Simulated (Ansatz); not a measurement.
# C2H8AlFSi: the cost of one run

The runs use Ansatz 0.2.0, Gaussian basis; functionals in def2-TZVPP, the program's frozen cores in correlated methods.

Levels to be run: PBE-D4, r2SCAN-D4, PBE0-D4, B3LYP-D4, ωB97X-V, ωB97M-V, B2PLYP; CCSD(T)/def2-TZVPP; MP2/def2-QZVPP; extrapolation to the limit.

### 1 The geometry

The geometry comes from an earlier relaxation with PBE0-D4 in a triple-zeta def2 set; it is a stationary point, not always the lowest conformer.

SMILES `C[Si](C)(F)[AlH2]`, 13 atoms, charge 0, spin multiplicity 1.

Atoms are counted from 1 here; the program's logs count them from 0.

Bond lengths: C1–Si2 1.870 Å, C1–H6 1.094 Å, C1–H7 1.092 Å, C1–H8 1.094 Å, Si2–C3 1.868 Å, Si2–F4 1.624 Å, Si2–Al5 2.484 Å, C3–H9 1.094 Å, C3–H10 1.092 Å, C3–H11 1.094 Å, Al5–H12 1.593 Å, Al5–H13 1.592 Å. Angles: Si2–C1–H6 110.5°, Si2–C1–H7 111.5°, Si2–C1–H8 110.7°, H6–C1–H7 108.2°, H6–C1–H8 107.9°, H7–C1–H8 108.0°, C1–Si2–C3 109.6°, C1–Si2–F4 106.7°, C1–Si2–Al5 113.1°, C3–Si2–F4 106.7°, C3–Si2–Al5 113.9°, F4–Si2–Al5 106.3°, Si2–C3–H9 110.3°, Si2–C3–H10 111.6°, Si2–C3–H11 110.7°, H9–C3–H10 107.7°, H9–C3–H11 108.1°, H10–C3–H11 108.3° and more.

### 2 PBE-D4 (GGA)

The input, in.yaml:

```yaml
crystal:
  periodic: [false, false, false]
  atoms:
    - {symbol: C, position_ang: [-1.771979, 0.114796, -0.210684]}
    - {symbol: Si, position_ang: [0.085651, 0.157292, -0.417006]}
    - {symbol: C, position_ang: [0.759167, -1.584911, -0.403392]}
    - {symbol: F, position_ang: [0.377246, 0.758846, -1.896740]}
    - {symbol: Al, position_ang: [1.209544, 1.683115, 1.188225]}
    - {symbol: H, position_ang: [-2.228411, -0.510683, -0.983726]}
    - {symbol: H, position_ang: [-2.206038, 1.114678, -0.280525]}
    - {symbol: H, position_ang: [-2.043493, -0.303446, 0.763281]}
    - {symbol: H, position_ang: [0.582236, -2.053542, 0.569294]}
    - {symbol: H, position_ang: [1.835406, -1.602246, -0.589095]}
    - {symbol: H, position_ang: [0.269437, -2.194953, -1.168033]}
    - {symbol: H, position_ang: [2.359845, 1.169647, 2.163727]}
    - {symbol: H, position_ang: [0.791789, 3.216608, 1.279574]}
basis:
  gaussian: {orbitals: def2-TZVPP}
hamiltonian: {xc: pbe, dispersion: d4}
output: {forces: true, orbitals: {seedname: orbitals}}
```

Command:

```bash
$ ansatz run in.yaml --threads 4 --pin off --events-out ev --progress --plain --max-ram 10444MiB
```

**Question.** How long does this run take on 4 threads of Arm Neoverse N1, shared host, and how much memory does it need?

About 5.5 s, with a peak of 0.41 GiB.
